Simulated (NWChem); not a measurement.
**the pair BNH3F···BH3O, step by step**

We compute a single-point energy (singlet B2NH6OF, MP2/6-31+G*), then the energy (singlet BNH3F, MP2/6-31+G*), then the energy (singlet BH3O, MP2/6-31+G*), then a single-point energy (singlet BNH3F, MP2/6-31+G*), then a single-point energy (singlet BH3O, MP2/6-31+G*) of B2FH6NO and its partners. 

The results are computed with NWChem 7.3.0.

## (1) The structure to begin with

B2NH6OF has 11 atoms, charge 0, and is taken as a singlet. The two molecules were placed rigidly side by side, at 1.3 times their contact distance; the pair isn't optimised.

Bond lengths: N1–B2 1.389 Å, B2–F3 1.337 Å, B7–O8 1.348 Å, N1–H4 1.004 Å, N1–H5 1.006 Å, B2–H6 1.196 Å, B7–H9 1.196 Å, B7–H10 1.202 Å, O8–H11 0.961 Å. Angles: N1–B2–F3 119.2°, N1–B2–H6 121.8°, F3–B2–H6 119.0°, B2–N1–H4 122.4°, B2–N1–H5 122.9°, B7–O8–H11 113.5°, O8–B7–H9 116.8°, O8–B7–H10 120.7°, H4–N1–H5 114.6°, H9–B7–H10 122.5°.

## (2) A single-point energy at MP2/6-31+G(d) (spherical functions) (run 1)

Input file nw.nw:

```
start nw
title "B2FH6NO mp2"
memory 2200 mb

geometry units bohr noautosym nocenter noautoz
 N     -0.81896951     0.21121469    -1.08545869
 B      0.77236886    -0.26650808     0.94769765
 F      0.83095037     1.36262482     2.87918672
 H     -0.93499869    -0.94983304    -2.58079897
 H     -1.94449039     1.74113696    -1.18013396
 H      2.09517715    -2.09859755     1.01950724
 B      7.83231007    -6.40131497    -1.77551108
 O      7.17578142    -7.15718652     0.56629423
 H      7.14989218    -7.70052057    -3.49489729
 H      9.04642131    -4.50695901    -2.08287503
 H      7.76902315    -6.05050621     1.87746180
end

basis "ao basis" spherical bse
 N library 6-31+G*
 B library 6-31+G*
 F library 6-31+G*
 H library 6-31+G*
 O library 6-31+G*
end

scf
 thresh 1e-08
 maxiter 80
 print low
end

mp2
 freeze core 5
 tight
end

task mp2
```

On the command line:

```sh
$ nwchem nw.nw > nw.out
```

What it wrote, cut to the lines that bear on the results:

```text
[...]
  functions       =   102
[...]
  wavefunction    = RHF
[...]
         Total SCF energy =   -281.751367388808
      One-electron energy =   -648.723441806271
      Two-electron energy =    235.020244994977
 Nuclear repulsion energy =    131.951829422485
        Time for solution =     13.0s
[...]
          Total MP2 energy          -282.423859541676
[...]
```

Run time: 17 s. Hardware: 1 thread of AMD EPYC 9R14 (Zen 4), shared host; peak memory 0.33 GiB.

## (3) BNH3F: a single-point energy at MP2/6-31+G(d) (spherical functions) (run 2)

Input file test.nw:

```
start test
title "BFH3N"
memory stack 880 mb heap 220 mb global 1100 mb
charge 0

geometry units angstroms noautosym nocenter noautoz
   N       -0.433380       0.111770      -0.574400
   B        0.408720      -0.141030       0.501500
   F        0.439720       0.721070       1.523600
   H       -0.494780      -0.502630      -1.365700
   H       -1.028980       0.921370      -0.624500
   H        1.108720      -1.110530       0.539500
end

basis spherical bse
   * library 6-31+G*
end

scf
   thresh 1e-08
   maxiter 80
   print low
end

mp2
   freeze core 3
   tight
end

task mp2 energy
```

On the command line:

```sh
$ nwchem test.nw > test.out
```

What it wrote, cut to the lines that bear on the results:

```text
[...]
  functions       =    60
[...]
  wavefunction    = RHF
[...]
         Total SCF energy =   -180.426963591859
      One-electron energy =   -377.805173878594
      Two-electron energy =    132.197583196013
 Nuclear repulsion energy =     65.180627090722
        Time for solution =      2.7s
[...]
          Total MP2 energy          -180.841375856948
[...]
```

It took 3.9 s on 1 thread of AMD EPYC 9R14 (Zen 4), shared host; peak memory 0.13 GiB.

## (4) BH3O: a single-point energy at MP2/6-31+G(d) (spherical functions) (run 3)

Input file input.nw:

```
start input
title "BH3O mp2"
memory stack 880 mb heap 220 mb global 1100 mb
charge 0

geometry units angstrom noautosym nocenter noautoz
   B        4.144680      -3.387430      -0.939560
   O        3.797260      -3.787420       0.299670
   H        3.783560      -4.074940      -1.849420
   H        4.787160      -2.384980      -1.102210
   H        4.111190      -3.201790       0.993510
end

basis spherical bse
   * library 6-31+G*
end

scf
   thresh 1e-08
   maxiter 80
   noprint "final vectors analysis"
end

mp2
   freeze core 2
   tight
end

task mp2 energy
```

On the command line:

```sh
$ nwchem input.nw > input.out
```

What it wrote, cut to the lines that bear on the results:

```text
[...]
  functions       =    42
[...]
  wavefunction    = RHF
[...]
         Total SCF energy =   -101.324022375603
      One-electron energy =   -198.222250447975
      Two-electron energy =     66.493591878626
 Nuclear repulsion energy =     30.404636193746
        Time for solution =      1.0s
[...]
          Total MP2 energy          -101.581666448145
[...]
```

It took 1.8 s on 1 thread of AMD EPYC 9R14 (Zen 4), shared host; peak memory 0.11 GiB.

## (5) BNH3F among ghost functions: a single-point energy at MP2/6-31+G(d) (spherical functions, with ghost functions) (run 4)

Input file run.nw:

```
start run
title "BFH3N energy"
memory 2200 mb

geometry units angstrom noautosym nocenter noautoz
  N       -0.433380       0.111770      -0.574400
  B        0.408720      -0.141030       0.501500
  F        0.439720       0.721070       1.523600
  H       -0.494780      -0.502630      -1.365700
  H       -1.028980       0.921370      -0.624500
  H        1.108720      -1.110530       0.539500
  bqB      4.144680    -3.387430    -0.939560
  bqO      3.797260    -3.787420     0.299670
  bqH      3.783560    -4.074940    -1.849420
  bqH      4.787160    -2.384980    -1.102210
  bqH      4.111190    -3.201790     0.993510
end

basis spherical bse
  N library 6-31+G*
  B library 6-31+G*
  F library 6-31+G*
  H library 6-31+G*
  bqB library B 6-31+G*
  bqO library O 6-31+G*
  bqH library H 6-31+G*
end

scf
  thresh 1e-08
  maxiter 80
  print low
end

mp2
  freeze core 3
  tight
end

task mp2 energy
```

On the command line:

```sh
$ nwchem run.nw > run.out
```

What it wrote, cut to the lines that bear on the results:

```text
[...]
  functions       =   102
[...]
  wavefunction    = RHF
[...]
         Total SCF energy =   -180.427001874296
      One-electron energy =   -377.805105986640
      Two-electron energy =    132.197477021621
 Nuclear repulsion energy =     65.180627090722
        Time for solution =      9.8s
[...]
          Total MP2 energy          -180.841495891382
[...]
```

Wall time 13 s (1 thread of AMD EPYC 9R14 (Zen 4), shared host); peak memory 0.25 GiB.

## (6) BH3O among ghost functions: the energy at MP2/6-31+G(d) (spherical functions, with ghost functions) (run 5)

Input file mol.nw:

```
start mol
title "BH3O"
memory total 2200 mb

geometry units bohr noautosym nocenter noautoz
   B   7.83231007 -6.40131497 -1.77551108
   O   7.17578142 -7.15718652  0.56629423
   H   7.14989218 -7.70052057 -3.49489729
   H   9.04642131 -4.50695901 -2.08287503
   H   7.76902315 -6.05050621  1.87746180
   bqN     -0.818970     0.211215    -1.085459
   bqB      0.772369    -0.266508     0.947698
   bqF      0.830950     1.362625     2.879187
   bqH     -0.934999    -0.949833    -2.580799
   bqH     -1.944490     1.741137    -1.180134
   bqH      2.095177    -2.098598     1.019507
end

basis "ao basis" spherical bse
   B library 6-31+G*
   O library 6-31+G*
   H library 6-31+G*
   bqN library N 6-31+G*
   bqB library B 6-31+G*
   bqF library F 6-31+G*
   bqH library H 6-31+G*
end

scf
   singlet
   rhf
   thresh 1e-08
   maxiter 80
   noprint "final vectors analysis"
end

mp2
   freeze core 2
   tight
end

task mp2 energy
```

On the command line:

```sh
$ nwchem mol.nw > mol.out
```

What it wrote, cut to the lines that bear on the results:

```text
[...]
  functions       =   102
[...]
  wavefunction    = RHF
[...]
         Total SCF energy =   -101.324084083558
      One-electron energy =   -198.222159076253
      Two-electron energy =     66.493441004434
 Nuclear repulsion energy =     30.404633988260
        Time for solution =      8.8s
[...]
          Total MP2 energy          -101.581822767537
[...]
```

It took 11 s on 1 thread of AMD EPYC 9R14 (Zen 4), shared host; peak memory 0.2 GiB.

## (7) What came out

| quantity | value |
| --- | --- |
| run 1, MP2/6-31+G*: total energy | -282.42386 Eh |
| run 1, MP2/6-31+G*: correlation energy (5 core orbitals frozen) | -672.5 mEh |
| BNH3F: total energy | -180.84138 Eh |
| BNH3F: correlation energy (3 core orbitals frozen) | -414.4 mEh |
| BH3O: total energy | -101.58167 Eh |
| BH3O: correlation energy (2 core orbitals frozen) | -257.6 mEh |
| BNH3F among ghost functions: total energy | -180.84150 Eh |
| BNH3F among ghost functions: correlation energy (3 core orbitals frozen) | -414.5 mEh |
| BH3O among ghost functions: total energy | -101.58182 Eh |
| BH3O among ghost functions: correlation energy (2 core orbitals frozen) | -257.7 mEh |
| interaction energy of the rigid parts BNH3F and BH3O (parts in their own basis; closest atoms 3.69 Å apart) | -0.022 eV |
| interaction energy of the rigid parts BNH3F and BH3O (parts in the whole basis, counterpoise; closest atoms 3.69 Å apart) | -0.015 eV |

What this shows: The interaction energy of the rigid parts BNH3F and BH3O (parts in their own basis; closest atoms 3.69 Å apart) is −0.02 eV (−0.5 kcal/mol): the parts attract. Without counterpoise this holds the superposition error of the basis. The interaction energy of the rigid parts BNH3F and BH3O (parts in the whole basis, counterpoise; closest atoms 3.69 Å apart) is −0.01 eV (−1.4 kJ/mol). The basis-set superposition error is 0.7 kJ/mol.
